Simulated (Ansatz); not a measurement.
VOs, space group P-6m2, a comparison of magnetic orders

Computed with Ansatz 0.2.0 through its Python package.

Notebook, run cell by cell (the value of a cell's last expression is shown):

```python
import warnings

import ansatz as az
import numpy as np
import pandas as pd
```

```python
SETTINGS = {
    "occupations": "gaussian",
    "smearing_width": 0.05,
    "k_density": 4.1,
    "cutoff_ev": 470,
}


def count_gap(report):
    # lowest empty less highest filled band, counting bands; zero where they overlap
    return max(report.get("gap_by_band_count_ev") or 0.0, 0.0)
```

```python
CELL = [
    (2.763412, 0.0, 0.0),
    (-2.763412, 4.78637, 0.0),
    (0.0, 0.0, 4.258021),
]
ATOMS = [
    ("V", (2 / 3, 1 / 6, 0.0)),
    ("Os", (0.0, 0.0, 0.5)),
    ("V", (2 / 3, 2 / 3, 0.0)),
    ("Os", (0.0, 0.5, 0.5)),
]
```

```python
def ordered(moments):
    crystal = az.Crystal(lattice=az.Lattice.of(CELL))
    for (symbol, position), moment in zip(ATOMS, moments):
        crystal = crystal.atom(symbol, position, moment=moment or None)
    return crystal
```

```python
warnings.simplefilter("ignore", az.DeckWarning)
```

```python
# starting moments in muB, one an atom
orders = {
    "FM": [1.8, 0, 1.8, 0],
    "AFM": [1.8, 0, -1.8, 0],
}
```

```python
rows = []
for label, moments in orders.items():
    calc = (
        ordered(moments).calculation()
        .occupations(SETTINGS["occupations"], width=SETTINGS["smearing_width"])
        .kpoints(density=SETTINGS["k_density"])
        .basis(SETTINGS["cutoff_ev"])
        .functional(az.Functional.PBESOL)
        .spin("collinear")
        .band_table()
    )
    r = calc.run().report
    rows.append((label, r["free_energy_ev"], r["magnetization_mub"], r["absolute_magnetization_mub"], max(abs(m) for m in r["site_moments_mub"]), count_gap(r)))
    print(label, "site moments:", [round(m, 2) for m in r["site_moments_mub"]])
```

    FM site moments: [0.57, -0.0, 0.57, -0.0]
    RunWarning: the starting moments were not kept: the SCF closed with an absolute magnetisation of 5.2e-5 μB, where they sum to 3.6 μB in size (2 sites). That is at most 0.1 of that sum. Measured as dr2_m measures the in/out step, that magnetisation stands 7.2e-10 eV from none, at or under the dr2_threshold of 1.0e-7 eV: it is no larger than a step whose dr2_m would equal this threshold. The system [...]
    AFM site moments: [0.0, -0.0, -0.0, 0.0]

```python
# the same cell with no spin polarisation
plain = (
    ordered([0] * len(ATOMS)).calculation()
    .occupations(SETTINGS["occupations"], width=SETTINGS["smearing_width"])
    .kpoints(density=SETTINGS["k_density"])
    .basis(SETTINGS["cutoff_ev"])
    .functional(az.Functional.PBESOL)
    .band_table()
)
r = plain.run().report
rows.append(("NM", r["free_energy_ev"], 0.0, 0.0, 0.0, count_gap(r)))
```

```python
lowest = min(row[1] for row in rows)
rows = [(row[0], 1000 * (row[1] - lowest) / 2, *row[2:]) for row in sorted(rows, key=lambda row: row[1])]
print(pd.DataFrame(rows, columns=["order", "meV/magnetic atom", "net muB", "absolute muB", "largest site muB", "gap by band count eV"]).round(4).to_string(index=False))
print("lowest of these starts:", rows[0][0])
```

    order  meV/magnetic atom  net muB  absolute muB  largest site muB  gap by band count eV
       FM             0.0000   1.4005        1.4840            0.5725                   0.0
      AFM             6.0933   0.0000        0.0001            0.0000                   0.0
       NM             6.0933   0.0000        0.0000            0.0000                   0.0
    lowest of these starts: FM

In order of energy: ferromagnetic (+0.0 meV an atom, largest site moment 0.57 μB), non-magnetic (+3.0 meV an atom, largest site moment 0.00 μB) and non-magnetic (+3.0 meV an atom, largest site moment 0.00 μB). These are the states reached from the starts typed.

Caveats:
- The SCF didn't keep the moments it started from (some shrank, vanished or turned); what is printed is the state reached.
- A gap by band count of zero or less means overlapping bands, a metal.
- The structure comes from a database of computed cells and needn't be a stable or known phase.
- Levels are Kohn-Sham eigenvalues on this mesh, without spin-orbit coupling.
- Warnings are shown shortened and without file and line.
- Each row is the state reached from that start at the given structure, not necessarily the lowest of its order; other orders weren't tried.
- The script silences the warnings on its input, which a real study should read.
- Wall time of the script: 3.2 min on 1 thread of Intel(R) Xeon(R) 6975P-C (Granite Rapids), on a shared host, peak memory 0.99 GiB.
